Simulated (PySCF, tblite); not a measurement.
# C2H3BFN: geometry, infrared bands, NMR shifts and spin-spin couplings

Aim: predict the infrared bands, NMR shifts and spin-spin couplings of C2H3BFN (`C#CB(N)F`).

The runs use tblite 0.8.0 and PySCF 2.14.0, with density-fitted response routines of our own; the level of theory stands in each step. All values are computed, except where a source is named. Atoms count from 0, in the outputs and in this text.

### 1 Starting geometry

8 atoms, charge 0, multiplicity 1; geometry from: force field or distance geometry start.

Bonds of the start (Å): C0–C1 1.22, C1–B2 1.54, B2–N3 1.53, B2–F4 1.45, C0–H5 1.05, N3–H6 1.05, N3–H7 1.05.

### 2 Optimising the geometry with GFN2-xTB

What the job is given:

```
{"job": {"kind": "relax", "xc": "GFN2-xTB", "basis": "xTB"}, "charge": 0, "multiplicity": 1}
C      2.033800     0.191500    -0.117900
C      0.836100     0.403000     0.017400
B     -0.673300     0.635100     0.224300
N     -1.540700    -0.627100     0.211000
F     -1.311500     1.763700    -0.435000
H      3.058700     0.003200    -0.239100
H     -1.150500    -1.230900     0.982100
H     -1.243500    -1.129000    -0.667300
```

The run is started by

```
$ OMP_NUM_THREADS=1 python probes_run.py task.json out
```

This one command runs all jobs of the session in turn.

**Question.** This job is followed by: GFN2-xTB harmonic vibrations, gas phase; GIAO PBE0/pcSseg-1 NMR shielding, non-relativistic, gas phase; B3LYP/pcJ-1 indirect spin-spin coupling, non-relativistic, gas phase. Predict these results of the whole session: strongest single infrared mode (GFN2-xTB); zero-point energy (GFN2-xTB); ¹³C shifts against TMS (PBE0/pcSseg-1); ¹H shifts against TMS (PBE0/pcSseg-1, means over atoms taken as alike); ¹¹B shifts against BF3·OEt2 (PBE0/pcSseg-1); ¹⁵N shifts against NH3 (PBE0/pcSseg-1); ¹⁹F shifts against CFCl3 (PBE0/pcSseg-1); largest coupling of the table (B3LYP/pcJ-1).

As calculated:

| quantity | value |
| --- | --- |
| strongest single infrared mode (GFN2-xTB) | 1222 cm⁻¹, 368 km/mol |
| zero-point energy (GFN2-xTB) | 32.1 kcal/mol |
| ¹³C shifts against TMS (PBE0/pcSseg-1) | 96.9, 87.3 ppm |
| ¹H shifts against TMS (PBE0/pcSseg-1, means over atoms taken as alike) | 3.32, 1.88 ppm |
| ¹¹B shifts against BF3·OEt2 (PBE0/pcSseg-1) | 20.0 ppm |
| ¹⁵N shifts against NH3 (PBE0/pcSseg-1) | 88.8 ppm |
| ¹⁹F shifts against CFCl3 (PBE0/pcSseg-1) | -112.5 ppm |
| largest coupling of the table (B3LYP/pcJ-1) | ¹J(C,H) C0–H5, 255.8 Hz |

Relaxing lowered the energy by 1.649 eV in 58 steps; the close pair that moved most is B2–N3, from 1.532 to 1.388 Å. All 18 modes are real, so the xTB geometry is a minimum. The strongest single mode, at 1222 cm⁻¹, moves mainly B2. Unscaled tight-binding wavenumbers are off by several per cent, some by more. Its intensities can rank the bands wrongly. Of the pairs tabulated at B3LYP/pcJ-1, C0–H5 couples most strongly (255.8 Hz; Fermi contact 256.2 Hz).
